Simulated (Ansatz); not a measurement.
# CH₅AgO: up Jacob's ladder to CCSD(T)

An exercise on one series of results from a longer session: the logs are not shown, and one member is left open.

Method: functionals in def2-TZVPP, the program's frozen cores in correlated methods; program: Ansatz 0.2.0, Gaussian basis.

The runs, in order: LDA (SPW92), PBE-D4, revPBE-D4, BLYP-D4, r2SCAN-D4, B97M-V, PBE0-D4, B3LYP-D4, r2SCANh-D4, r2SCAN0-D4, HSE06-D4, BHLYP-D4, CAM-B3LYP-D4, LC-ωPBE, ωB97X-V, ωB97M-V, B2PLYP, PBE-QIDH; CCSD(T)/def2-SVP; CCSD(T)/def2-TZVPP; CCSD(T)/def2-QZVPP; extrapolation to the limit; RPA on PBE.

## The relaxed structure

An earlier PBE0-D4 in a triple-zeta def2 set relaxation fixed the geometry. Ag takes the def2 core potential; no spin-orbit term is included.

SMILES `[CH3][Ag-][OH2+]`, 8 atoms, charge 0, spin multiplicity 1.

Atoms are counted from 1 here; the program's logs count them from 0.

Bond lengths: C1–Ag2 2.062 Å, C1–H4 1.092 Å, C1–H5 1.091 Å, C1–H6 1.092 Å, Ag2–O3 2.270 Å, O3–H7 0.962 Å, O3–H8 0.962 Å. Angles: Ag2–C1–H4 109.6°, Ag2–C1–H5 109.9°, Ag2–C1–H6 109.5°, H4–C1–H5 109.2°, H4–C1–H6 109.2°, H5–C1–H6 109.3°, C1–Ag2–O3 179.3°, Ag2–O3–H7 112.6°, Ag2–O3–H8 112.6°, H7–O3–H8 106.4°.

Set-up of the first run:

Input file in.yaml:

```yaml
crystal:
  periodic: [false, false, false]
  atoms:
    - {symbol: C, position_ang: [-0.982742, 1.495414, -0.424751]}
    - {symbol: Ag, position_ang: [0.182025, -0.107035, 0.147163]}
    - {symbol: O, position_ang: [1.451355, -1.886891, 0.757562]}
    - {symbol: H, position_ang: [-0.451771, 2.085495, -1.173966]}
    - {symbol: H, position_ang: [-1.923633, 1.139363, -0.847873]}
    - {symbol: H, position_ang: [-1.192192, 2.121743, 0.444337]}
    - {symbol: H, position_ang: [0.922278, -2.630406, 1.061362]}
    - {symbol: H, position_ang: [1.994670, -2.217673, 0.036165]}
basis:
  gaussian: {orbitals: def2-TZVPP}
hamiltonian: {xc: lda}
output: {orbitals: {seedname: orbitals}}
```

On the command line:

```console
> ansatz run in.yaml --threads 2 --pin off --events-out ev --progress --plain --max-ram 32768MiB --backend cpu
```

Among the steps run: LDA; PBE-D4 (GGA); revPBE-D4 (GGA); BLYP-D4 (GGA); r2SCAN-D4 (meta-GGA); B97M-V (meta-GGA); PBE0-D4 (hybrid); B3LYP-D4 (hybrid); r2SCANh-D4 (hybrid); r2SCAN0-D4 (hybrid); HSE06-D4 (hybrid); BHLYP-D4 (hybrid); CAM-B3LYP-D4 (range-separated); LC-ωPBE (range-separated); ωB97X-V (range-separated); ωB97M-V (range-separated); B2PLYP (double hybrid); PBE-QIDH (double hybrid).

One of the session's tables, all rows but one given; the rest of the session is left out.

It belongs to the step «Orbital energies across the functionals». 

```
  functional  HOMO (eV)  gap (eV)
 LDA (SPW92)      -5.10      3.32
      PBE-D4      -4.81      3.18
   revPBE-D4          ?         ?
     BLYP-D4      -4.74      3.08
   r2SCAN-D4      -4.90      3.77
      B97M-V      -4.83      3.31
     PBE0-D4      -5.69      4.84
    B3LYP-D4      -5.59      4.40
  r2SCANh-D4      -5.26      4.38
  r2SCAN0-D4      -5.79      5.28
    HSE06-D4      -5.29      4.09
    BHLYP-D4      -6.51      6.25
CAM-B3LYP-D4      -6.97      6.85
     LC-ωPBE      -8.12      9.21
     ωB97X-V      -7.83      8.76
     ωB97M-V      -7.80      8.32
```

**Question.** Estimate the row for revPBE-D4.

The run gave: HOMO (eV): -4.71; gap (eV): 3.15. In the column «HOMO (eV)» it is the highest.
